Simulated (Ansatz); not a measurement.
# C2H6Ge: one species, many methods

One table from this session's results is given with a row withheld; the runs are named, their logs left out.

Program: Ansatz 0.2.0, Gaussian basis. Level of theory: functionals in def2-TZVPP, the program's frozen cores in correlated methods. These are calculated values, not measurements.

The runs, in order: LDA (SPW92), PBE-D4, revPBE-D4, BLYP-D4, r2SCAN-D4, B97M-V, PBE0-D4, B3LYP-D4, r2SCANh-D4, r2SCAN0-D4, HSE06-D4, BHLYP-D4, CAM-B3LYP-D4, LC-ωPBE, ωB97X-V, ωB97M-V, B2PLYP, PBE-QIDH; CCSD(T)/def2-SVP; CCSD(T)/def2-TZVPP; CCSD(T)/def2-QZVPP; extrapolation to the limit; RPA on PBE.

## The geometry

The geometry comes from an earlier relaxation with PBE0-D4 in a triple-zeta def2 set; it is a stationary point, not always the lowest conformer.

9 atoms, charge 0, spin multiplicity 1.

Atoms are counted from 1 here; the program's logs count them from 0.

Bond lengths: C1–C2 1.327 Å, C1–H4 1.086 Å, C1–H5 1.087 Å, C2–Ge3 1.938 Å, C2–H6 1.088 Å, Ge3–H7 1.539 Å, Ge3–H8 1.538 Å, Ge3–H9 1.539 Å. Angles: C2–C1–H4 122.0°, C2–C1–H5 121.9°, H4–C1–H5 116.1°, C1–C2–Ge3 123.1°, C1–C2–H6 118.8°, Ge3–C2–H6 118.1°, C2–Ge3–H7 110.6°, C2–Ge3–H8 108.6°, C2–Ge3–H9 110.6°, H7–Ge3–H8 109.5°, H7–Ge3–H9 108.0°, H8–Ge3–H9 109.5°.

The first run:

The input, in.yaml:

```yaml
crystal:
  periodic: [false, false, false]
  atoms:
    - {symbol: C, position_ang: [-0.771401, 0.825445, -1.091141]}
    - {symbol: C, position_ang: [0.063860, 0.755049, -0.061888]}
    - {symbol: Ge, position_ang: [0.543391, -0.913917, 0.798726]}
    - {symbol: H, position_ang: [-1.239228, -0.059102, -1.514401]}
    - {symbol: H, position_ang: [-1.026998, 1.772127, -1.559635]}
    - {symbol: H, position_ang: [0.503131, 1.673927, 0.320650]}
    - {symbol: H, position_ang: [2.061773, -1.150765, 0.712597]}
    - {symbol: H, position_ang: [-0.196937, -2.060911, 0.091120]}
    - {symbol: H, position_ang: [0.150911, -0.888253, 2.286772]}
basis:
  gaussian: {orbitals: def2-TZVPP}
hamiltonian: {xc: lda}
output: {orbitals: {seedname: orbitals}}
```

Launch:

```console
$ ansatz run in.yaml --threads 2 --pin off --events-out ev --progress --plain --max-ram 31744MiB --backend cpu
```

Among the steps run: LDA; PBE-D4 (GGA); revPBE-D4 (GGA); BLYP-D4 (GGA); r2SCAN-D4 (meta-GGA); B97M-V (meta-GGA); B3LYP-D4 (hybrid); r2SCANh-D4 (hybrid); r2SCAN0-D4 (hybrid); HSE06-D4 (hybrid); BHLYP-D4 (hybrid); CAM-B3LYP-D4 (range-separated); LC-ωPBE (range-separated); ωB97X-V (range-separated); ωB97M-V (range-separated); B2PLYP (double hybrid); PBE-QIDH (double hybrid).

One of the session's tables, all rows but one given; the rest of the session is left out.

It belongs to the step «Frontier levels by functional». 

| functional | HOMO (eV) | gap (eV) |
| --- | --- | --- |
| LDA (SPW92) | -6.97 | 5.43 |
| PBE-D4 | -6.82 | 5.49 |
| revPBE-D4 | -6.76 | 5.52 |
| BLYP-D4 | -6.65 | 5.46 |
| r2SCAN-D4 | ? | ? |
| B97M-V | -7.05 | 5.97 |
| PBE0-D4 | -7.94 | 7.64 |
| B3LYP-D4 | -7.71 | 7.18 |
| r2SCANh-D4 | -7.46 | 6.72 |
| r2SCAN0-D4 | -8.09 | 7.90 |
| HSE06-D4 | -7.54 | 6.85 |
| BHLYP-D4 | -8.89 | 9.70 |
| CAM-B3LYP-D4 | -9.26 | 10.12 |
| LC-ωPBE | -10.68 | 12.72 |
| ωB97X-V | -10.28 | 12.23 |
| ωB97M-V | -10.17 | 11.99 |

Q: Estimate the row for r2SCAN-D4 from the others.

Worked estimate for «HOMO (eV)». Against the share of exact exchange, r2SCANh-D4 (0.1, -7.46), r2SCAN0-D4 (0.25, -8.09) give a slope of -4.20 per unit share; at 0 the line stands at -7.04.

**Answer.** HOMO (eV): -7.03; gap (eV): 5.93. In «HOMO (eV)» the line misses by -0.01.
